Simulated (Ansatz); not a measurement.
# FH4N2Si: the cost of one run

All numbers are computed with Ansatz 0.2.0, driven from Python. Level of theory: r2SCAN/def2-SVP.

## (1) The structure

Bond lengths: N1–Si2 1.623 Å, Si2–N3 1.682 Å, Si2–F4 1.557 Å, N1–H5 1.048 Å, N1–H6 1.019 Å, N3–H7 1.065 Å, N3–H8 0.951 Å. Angles: N1–Si2–N3 92.0°, N1–Si2–F4 107.6°, N3–Si2–F4 103.5°, Si2–N1–H5 109.5°, Si2–N1–H6 110.3°, H5–N1–H6 104.8°, Si2–N3–H7 107.3°, Si2–N3–H8 108.3°, H7–N3–H8 104.6°.

The script reads fh4n2si.xyz:

```xyz
8

N    -0.46160    1.21550   -0.47390
Si    0.68420    0.09030   -0.71150
N     0.56640   -0.44960    0.87710
F     0.04570   -1.06550   -1.53670
H    -1.39900    0.81900   -0.72530
H    -0.53290    1.44310    0.51660
H     1.39010   -1.10180    1.05170
H    -0.20070   -1.00800    0.94630
```

## (2) Script

Contents of scan.py:

```python
"""Potential curve of FH4N2Si along one bond."""

import ansatz as az
import matplotlib.pyplot as plt
import numpy as np

fh4n2si = az.Crystal.molecule_from_extxyz("fh4n2si.xyz")

symbols = [site.symbol for site in fh4n2si.cartesian_sites]
start = np.array([site.position_ang for site in fh4n2si.cartesian_sites])
axis = (start[4] - start[0]) / np.linalg.norm(start[4] - start[0])
moving = [4]
lengths, energies = [0.923, 0.965, 1.006, 1.048, 1.09, 1.132, 1.174, 1.237], []
for length in lengths:
    xyz = start.copy()
    xyz[moving] += (length - np.linalg.norm(start[4] - start[0])) * axis
    point = az.Crystal.molecule()
    for symbol, place in zip(symbols, xyz):
        point = point.atom(symbol, place.tolist())
    setup = (
        point.calculation()
        .basis(gaussian="def2-SVP")
        .functional("r2scan")
        .spin("collinear", total=1)
        .accuracy("medium")
        .scf(lower_state_search="light")
    )
    report = setup.run().report
    energies.append(report["free_energy_ev"])
    print(f"r = {length:6.3f} A  E = {energies[-1]:.5f} eV  <S^2> = {abs(report['mean_field']['state']['spin_squared']):.3f}")

# quartic fit about the minimum
fit = np.polynomial.Polynomial.fit(lengths, np.array(energies) - min(energies), 4).convert()
roots = [r.real for r in fit.deriv().roots() if abs(r.imag) < 1e-9 and fit.deriv(2)(r.real) > 0]
r_e = min(roots, key=lambda r: abs(r - lengths[int(np.argmin(energies))]))
print(f"minimum of the fit at {r_e:.4f} A, force constant {fit.deriv(2)(r_e):.2f} eV/A^2")
plt.figure(figsize=(4.5, 3))
plt.plot(lengths, np.array(energies) - min(energies), "o-")
plt.xlabel("bond length (A)")
plt.ylabel("E - E(min) (eV)")
plt.tight_layout()
plt.savefig("scan.png", dpi=100)
```

## (3) Launch

The run is started by

```bash
python scan.py
```

Q: Estimate wall time and peak memory on 1 thread of Arm Neoverse V1, shared host.

About 54 s, with a peak of 0.28 GiB.
